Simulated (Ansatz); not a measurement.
# Zn started on an Al site and an Al vacancy in wurtzite AlN, 95 atoms, charge 0

Wanted: geometry, formation energy and gap levels of the defect, compared across PBEsol and HSE06.

Program: Ansatz 0.2.0, PAW, plane waves. These are calculated values, not measurements.

**1. The starting cell**

95 atoms (46 Al, 48 N, 1 Zn); a = 9.341 Å, b = 10.787 Å, c = 9.967 Å, α = 90.00°, β = 90.00°, γ = 90.00°. All atoms were shaken off their sites by about 0.02 Å along each axis. Defect site 1: (0.500, 0.417, 0.498). Defect site 2: (0.167, 0.917, 0.999). Starting moments add up to 4 μB.

Plan of the steps: (2) PBEsol relaxation at the single k point (¼, ¼, ¼), on 1 × NVIDIA H100 80GB HBM3 with 2 threads of AMD EPYC 7R13; (3) HSE06 single point at the single k point (¼, ¼, ¼), on 1 × NVIDIA H100 80GB HBM3 with 2 threads of AMD EPYC 7R13.

**2. PBEsol relaxation in the fixed cell**

Input file in.yaml:

```yaml
crystal:
  lattice:
    - [9.341448, 0.000000, 0.000000]
    - [0.000000, 10.786575, 0.000000]
    - [0.000000, 0.000000, 9.967057]
  atoms:
    - { symbol: Al, position: [0.164911, 0.078248, 0.245647] }
    - { symbol: Al, position: [0.164193, 0.083777, 0.749661] }
    - { symbol: Al, position: [0.003097, 0.328263, 0.249619] }
    - { symbol: Al, position: [0.998828, 0.330778, 0.750022] }
    - { symbol: Al, position: [0.498469, 0.079806, 0.251952] }
    - { symbol: Al, position: [0.499259, 0.083792, 0.748012] }
    - { symbol: Al, position: [0.331494, 0.335419, 0.251364] }
    - { symbol: Al, position: [0.336335, 0.329736, 0.745948] }
    - { symbol: Al, position: [0.165378, 0.581390, 0.251489] }
    - { symbol: Al, position: [0.168903, 0.582210, 0.749815] }
    - { symbol: Al, position: [0.999335, 0.832752, 0.246844] }
    - { symbol: Al, position: [0.000694, 0.834542, 0.746545] }
    - { symbol: Al, position: [0.835018, 0.083771, 0.246833] }
    - { symbol: Al, position: [0.833592, 0.084211, 0.748728] }
    - { symbol: Al, position: [0.666051, 0.334239, 0.253324] }
    - { symbol: Al, position: [0.668772, 0.334396, 0.749038] }
    - { symbol: Al, position: [0.494608, 0.583656, 0.247644] }
    - { symbol: Al, position: [0.498315, 0.585314, 0.747657] }
    - { symbol: Al, position: [0.331628, 0.833316, 0.247496] }
    - { symbol: Al, position: [0.332756, 0.832721, 0.749689] }
    - { symbol: Al, position: [0.834568, 0.580854, 0.248897] }
    - { symbol: Al, position: [0.835586, 0.582531, 0.746550] }
    - { symbol: Al, position: [0.667621, 0.834417, 0.248056] }
    - { symbol: Al, position: [0.663146, 0.835460, 0.745413] }
    - { symbol: Al, position: [0.998117, 0.166888, 0.499304] }
    - { symbol: Al, position: [0.999187, 0.168203, 0.995851] }
    - { symbol: Al, position: [0.332150, 0.166256, 0.497508] }
    - { symbol: Al, position: [0.337924, 0.170166, 0.000917] }
    - { symbol: Al, position: [0.167806, 0.415448, 0.495709] }
    - { symbol: Al, position: [0.168707, 0.413581, 0.998377] }
    - { symbol: Al, position: [0.999786, 0.666380, 0.499529] }
    - { symbol: Al, position: [0.000976, 0.666015, 0.997820] }
    - { symbol: Al, position: [0.666537, 0.166870, 0.497724] }
    - { symbol: Al, position: [0.669305, 0.166410, 0.999934] }
    - { symbol: Al, position: [0.500066, 0.415505, 0.997904] }
    - { symbol: Al, position: [0.333771, 0.666155, 0.498577] }
    - { symbol: Al, position: [0.330101, 0.663978, 0.997430] }
    - { symbol: Al, position: [0.165790, 0.918946, 0.498418] }
    - { symbol: Al, position: [0.833794, 0.414230, 0.498749] }
    - { symbol: Al, position: [0.838600, 0.417090, 0.005121] }
    - { symbol: Al, position: [0.667298, 0.666355, 0.502146] }
    - { symbol: Al, position: [0.663520, 0.666832, 0.993732] }
    - { symbol: Al, position: [0.498610, 0.914444, 0.499439] }
    - { symbol: Al, position: [0.501274, 0.917086, 0.997665] }
    - { symbol: Al, position: [0.832016, 0.915832, 0.497934] }
    - { symbol: Al, position: [0.833545, 0.917171, 0.996852] }
    - { symbol: N, position: [0.000419, 0.169250, 0.188448] }
    - { symbol: N, position: [0.003091, 0.165115, 0.693039] }
    - { symbol: N, position: [0.330349, 0.167418, 0.190332] }
    - { symbol: N, position: [0.336011, 0.165744, 0.690096] }
    - { symbol: N, position: [0.167075, 0.417115, 0.191536] }
    - { symbol: N, position: [0.166757, 0.416470, 0.687112] }
    - { symbol: N, position: [0.997829, 0.667125, 0.190917] }
    - { symbol: N, position: [0.999946, 0.666751, 0.687331] }
    - { symbol: N, position: [0.666259, 0.164281, 0.190140] }
    - { symbol: N, position: [0.667816, 0.165336, 0.691286] }
    - { symbol: N, position: [0.502042, 0.416955, 0.189304] }
    - { symbol: N, position: [0.503909, 0.413895, 0.690279], spin: 0.444 }
    - { symbol: N, position: [0.332812, 0.662805, 0.188273] }
    - { symbol: N, position: [0.331004, 0.669374, 0.689101] }
    - { symbol: N, position: [0.163542, 0.915152, 0.189930], spin: 0.444 }
    - { symbol: N, position: [0.165629, 0.914333, 0.691003] }
    - { symbol: N, position: [0.832168, 0.414797, 0.193470] }
    - { symbol: N, position: [0.832444, 0.413256, 0.692130] }
    - { symbol: N, position: [0.668806, 0.664685, 0.186947] }
    - { symbol: N, position: [0.668135, 0.669112, 0.689053] }
    - { symbol: N, position: [0.500013, 0.917190, 0.191021] }
    - { symbol: N, position: [0.498557, 0.916683, 0.688711] }
    - { symbol: N, position: [0.833646, 0.915741, 0.191135] }
    - { symbol: N, position: [0.832550, 0.918005, 0.692201] }
    - { symbol: N, position: [0.162628, 0.083352, 0.439825] }
    - { symbol: N, position: [0.163846, 0.085459, 0.939639], spin: 0.444 }
    - { symbol: N, position: [0.999760, 0.334254, 0.442439] }
    - { symbol: N, position: [0.997844, 0.332308, 0.939773] }
    - { symbol: N, position: [0.501326, 0.079631, 0.440788] }
    - { symbol: N, position: [0.500528, 0.084285, 0.941373] }
    - { symbol: N, position: [0.336344, 0.331215, 0.438005], spin: 0.444 }
    - { symbol: N, position: [0.332397, 0.334196, 0.937914] }
    - { symbol: N, position: [0.164770, 0.583929, 0.438048] }
    - { symbol: N, position: [0.164729, 0.585181, 0.939966] }
    - { symbol: N, position: [0.001431, 0.833776, 0.438254] }
    - { symbol: N, position: [0.999412, 0.832539, 0.942921], spin: 0.444 }
    - { symbol: N, position: [0.833600, 0.081166, 0.440900] }
    - { symbol: N, position: [0.834885, 0.081998, 0.941663] }
    - { symbol: N, position: [0.665695, 0.333235, 0.438239], spin: 0.444 }
    - { symbol: N, position: [0.667981, 0.332218, 0.937164] }
    - { symbol: N, position: [0.501050, 0.585492, 0.441776], spin: 0.444 }
    - { symbol: N, position: [0.500541, 0.584175, 0.937125] }
    - { symbol: N, position: [0.335150, 0.831390, 0.442662] }
    - { symbol: N, position: [0.332445, 0.833582, 0.937638], spin: 0.444 }
    - { symbol: N, position: [0.836520, 0.582522, 0.436802] }
    - { symbol: N, position: [0.832067, 0.585478, 0.943407] }
    - { symbol: N, position: [0.664917, 0.832359, 0.436944] }
    - { symbol: N, position: [0.669767, 0.834573, 0.939048] }
    - { symbol: Zn, position: [0.503025, 0.420599, 0.501409], spin: 0.444 }
  symmetry: { detect: false }
kpoints:
  mp_grid: { grid: [1, 1, 1], shift: [0.25, 0.25, 0.25] }
hamiltonian:
  xc: pbesol
magnetization:
  spin_polarized: true
scf:
  occupations: { method: fermi_dirac, width: 0.01 }
relax:
  f_tol: 0.03
  max_steps: 80
  escape_saddle: false
  adjacent_minimum: "off"
output:
  forces: true
  eigenvalues: true
  populations: true
```

Run with:

```sh
$ ansatz run in.yaml --threads 2 --pin off --max-ram 19000MiB --runs-dir r --events-out ev --progress --plain --backend cuda --devices 0, --max-vram 18GiB
```

Further steps of the session: HSE06 on the final geometry.

Before running it: what results should come out? Wanted: for each run, formation energy; host gap; top filled to lowest empty; moment.

**Answer**, as computed:

```
             level        time  formation energy (eV)  host gap (eV)  top filled to lowest empty (eV)  moment (μB)
PBEsol, relaxation  16 s (GPU)                  14.22           4.09                             0.11         4.00
             HSE06  93 s (GPU)                  14.98           5.55                             0.23         4.00
```

| quantity | value |
| --- | --- |
| relaxation | 7 recorded steps, 1.91 eV gained |
| largest shift | 0.20 Å (N82) |
| largest local moment | +0.76 μB on N |

**Reading.** The relaxation lowers the energy by 1.91 eV; the largest shift is 0.20 Å (N82). The formation energy goes from 14.22 eV (PBEsol) to 14.98 eV (HSE06). The reservoirs are the elements' reference phases; where the defect changes the composition, the value depends on that choice. HSE06 puts 5 localised levels over 0.1 eV inside the gap, at 0.63 (filled), 0.86 (empty), 2.06 (empty), 2.21 (empty) eV (the lowest four), the tightest of them shared by about 4 atoms. The host's edges were read at Γ, so band-like levels at this k point need not coincide with them. Finite-cell errors of some tenths of an eV remain in such numbers.
